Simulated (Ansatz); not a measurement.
**SiHCl3 + HF: a complex and its separated parts**

Aim: how far the complex at one end of a reaction step lies below its separated, relaxed parts, level by level.

Program: Ansatz 0.2.0, Gaussian basis. Level of theory: PBE0-D4/def2-TZVP structures, single points in def2-TZVPP, no counterpoise correction. These are calculated values, not measurements.

Levels: SPW92, PBE-D4, BLYP-D4, r2SCAN-D4, B97M-V, PBE0-D4, B3LYP-D4, r2SCAN0-D4, BHLYP-D4, CAM-B3LYP-D4, wB97X-V, wB97M-V, B2PLYP, PBE-QIDH, RPA on PBE, Hartree-Fock, MP2, CCSD, CCSD(T).

Correlated methods freeze the cores. B3LYP uses VWN-RPA correlation. B2PLYP carries no dispersion term here.

## 1. The starting structure

The complex: 7 atoms, charge 0, spin multiplicity 1.

Atoms are counted from 1 here; the program's logs count them from 0.

Bond lengths: Si1–H2 1.467 Å, Si1–Cl3 2.026 Å, Si1–Cl4 2.053 Å, Si1–Cl5 2.022 Å, H6–F7 0.926 Å. Angles: H2–Si1–Cl3 110.3°, H2–Si1–Cl4 108.8°, H2–Si1–Cl5 110.7°, Cl3–Si1–Cl4 108.0°, Cl3–Si1–Cl5 110.1°, Cl4–Si1–Cl5 108.8°.

Coordinates:

```mol
Cl3FH2Si
  3D, bonds by distance, orders not assigned

  7  5  0  0  0  0  0  0  0  0999 V2000
   -0.4996   -0.4742   -0.5810 Si  0  0
    0.9043   -0.7085   -0.9348 H   0  0
   -1.6660   -1.9574   -1.3190 Cl  0  0
   -0.6769   -0.4838    1.4644 Cl  0  0
   -1.1258    1.3159   -1.2826 Cl  0  0
    1.1864    0.9463    1.5541 H   0  0
    1.8775    1.3618    1.0990 F   0  0
  1  2  8  0
  1  3  8  0
  1  4  8  0
  1  5  8  0
  6  7  8  0
M  END
```

Its parts: SiHCl3 holds atoms 1, 2, 3, 4, 5; HF holds atoms 6, 7. Each part counts its atoms afresh in its own runs.

## 2. Relaxing SiHCl3 alone

relax-a/in.yaml

```yaml
crystal:
  periodic: [false, false, false]
  atoms:
    - {symbol: Si, position_ang: [-0.499552, -0.474193, -0.581042]}
    - {symbol: H, position_ang: [0.904332, -0.708533, -0.934790]}
    - {symbol: Cl, position_ang: [-1.666020, -1.957425, -1.319045]}
    - {symbol: Cl, position_ang: [-0.676872, -0.483785, 1.464377]}
    - {symbol: Cl, position_ang: [-1.125773, 1.315933, -1.282600]}
basis:
  gaussian: {orbitals: def2-TZVP}
hamiltonian: {xc: pbe0, dispersion: d4}
relax: {f_tol: 0.005, max_steps: 200}
```

No record of the launch command was kept for these runs.

Further steps of the session: Relaxing HF alone; wB97M-V/def2-TZVPP; CCSD(T)/def2-TZVPP; Vibrations of SiHCl3; Vibrations of HF.

**Question.** What will these runs give? Wanted: complex less parts, CCSD(T)/def2-TZVPP; with zero-point energy; largest T1 diagnostic.

The runs gave:

```
                              quantity      value
complex less parts, CCSD(T)/def2-TZVPP  -0.102 eV
                with zero-point energy  -0.059 eV
                 largest T1 diagnostic      0.009
```

At CCSD(T) the complex lies 0.102 eV below its parts. Among the functionals PBE-QIDH lands nearest to CCSD(T) (+0.005 eV) and SPW92 farthest (-0.144 eV). Mean unsigned error by rung: LDA 0.144, GGA 0.056, meta-GGA 0.037, hybrid 0.031, range-separated hybrid 0.037, double hybrid 0.006 eV. PBE-D4 gives a relative energy 0.062 eV too low, an error of 61 % of the reference. No counterpoise was applied, and triple zeta lacks some correlation, so the CCSD(T) reference has a basis error of its own, and close matches with it are partly luck.
